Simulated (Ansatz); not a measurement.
Predict the output of the script below (Ansatz's Python interface).

`freq_c2h4alcl.py`:
```python
# -*- coding: utf-8 -*-
import ansatz as az
import numpy as np

BASIS_SET = 'cc-pVDZ'
FUNCTIONAL = 'hf'

GEOMETRY = '''
Al   -0.11800    1.50100   -0.19410
C     0.31180   -0.36050   -0.40660
C    -0.11530   -1.27020    0.46650
Cl    0.43610   -2.94730    0.27230
H     0.33040    2.60470   -1.30470
H    -1.05110    2.03270    1.03610
H     0.94440   -0.64570   -1.25700
H    -0.64630   -0.97180    1.33160
'''


def main():
    molecule = az.Crystal.molecule()
    for line in GEOMETRY.strip().splitlines():
        symbol, *xyz = line.split()
        molecule = molecule.atom(symbol, [float(v) for v in xyz])

    base = molecule.calculation()
    base = base.basis(gaussian=BASIS_SET)
    base = base.functional(FUNCTIONAL)
    symbols = [site.symbol for site in molecule.cartesian_sites]
    start = np.array([site.position_ang for site in molecule.cartesian_sites], dtype=float)
    rep = base.relax(force_tolerance=0.003, max_steps=100).run().report
    end = np.array(rep['positions_ang'])

    print('bond        before    after (A)')
    for i, j in [(0, 1), (0, 4), (0, 5), (1, 2), (1, 6), (2, 3), (2, 7)]:
        d0, d1 = (np.linalg.norm(xyz[i] - xyz[j]) for xyz in (start, end))
        print(f'{symbols[i]}{i}-{symbols[j]}{j}'.ljust(10), f'{d0:8.4f} {d1:8.4f}')

    minimum = az.Crystal.molecule()
    for symbol, xyz in zip(symbols, end):
        minimum = minimum.atom(symbol, xyz.tolist())
    vibrating = minimum.calculation()
    vibrating = vibrating.basis(gaussian=BASIS_SET)
    vibrating = vibrating.functional(FUNCTIONAL).phonons(temperatures=(100, 500, 100))
    vib = vibrating.run().report['vibrations']
    sums = vib['harmonic_sums']
    modes = [m['omega_inv_cm'] for m in sums['modes_at_gamma'] if m['rigid_motion'] == 'no']
    print('frequencies (1/cm):', ' '.join(f'{w:.0f}' for w in modes))
    print('imaginary modes:', sum(w < 0 for w in modes), ' zero-point energy:', round(sums['zero_point_energy_ev'], 4), 'eV')
    print('T (K)   F_vib (eV)   S_vib (meV/K)   C_vib (meV/K)')
    for row in zip(sums['temperatures_k'], sums['vibrational_free_energy_ev'], vib['entropy_ev_per_k'], vib['heat_capacity_ev_per_k']):
        print(f'{row[0]:6.1f} {row[1]:11.4f} {1000 * row[2]:13.4f} {1000 * row[3]:15.4f}')

    heavier = vibrating.phonons(masses={'H': 2.014102}).run().report['vibrations']['harmonic_sums']
    print('deuterated (1/cm):', ' '.join(f'{m["omega_inv_cm"]:.0f}' for m in heavier['modes_at_gamma'] if m['rigid_motion'] == 'no'))
    print('zero-point energy falls by', round(sums['zero_point_energy_ev'] - heavier['zero_point_energy_ev'], 4), 'eV')


if __name__ == '__main__':
    main()
```

Output of `python freq_c2h4alcl.py`:
```text
bond        before    after (A)
Al0-C1       1.9223   1.9630
Al0-H4       1.6287   1.5836
Al0-H5       1.6330   1.5853
C1-C2        1.3313   1.3263
C1-H6        1.0976   1.0870
C2-Cl3       1.7761   1.7496
C2-H7        1.0580   1.0815
frequencies (1/cm): 136 162 222 338 532 652 747 822 841 856 1097 1264 1417 1727 1978 1987 3300 3372
imaginary modes: 0  zero-point energy: 1.3297 eV
T (K)   F_vib (eV)   S_vib (meV/K)   C_vib (meV/K)
 100.0      1.3270        0.0914          0.1779
 200.0      1.3088        0.2731          0.3644
 300.0      1.2724        0.4550          0.5421
 400.0      1.2180        0.6327          0.6959
 500.0      1.1462        0.8020          0.8221
deuterated (1/cm): 118 144 178 328 416 495 596 679 735 786 808 971 1088 1415 1438 1689 2433 2502
zero-point energy falls by 0.287 eV
```

The frequencies are harmonic and unscaled, in a modest basis. The result belongs to the one conformer reached from this start, and soft torsions count as harmonic oscillators. Run time: 2.5 min on 1 thread of Arm Neoverse V2, on a shared host, peak memory 0.23 GiB.

(A comment or docstring line of the script was reworded after the run, the code is as it ran; lines on the test bed's own set-up are left out of the output.)
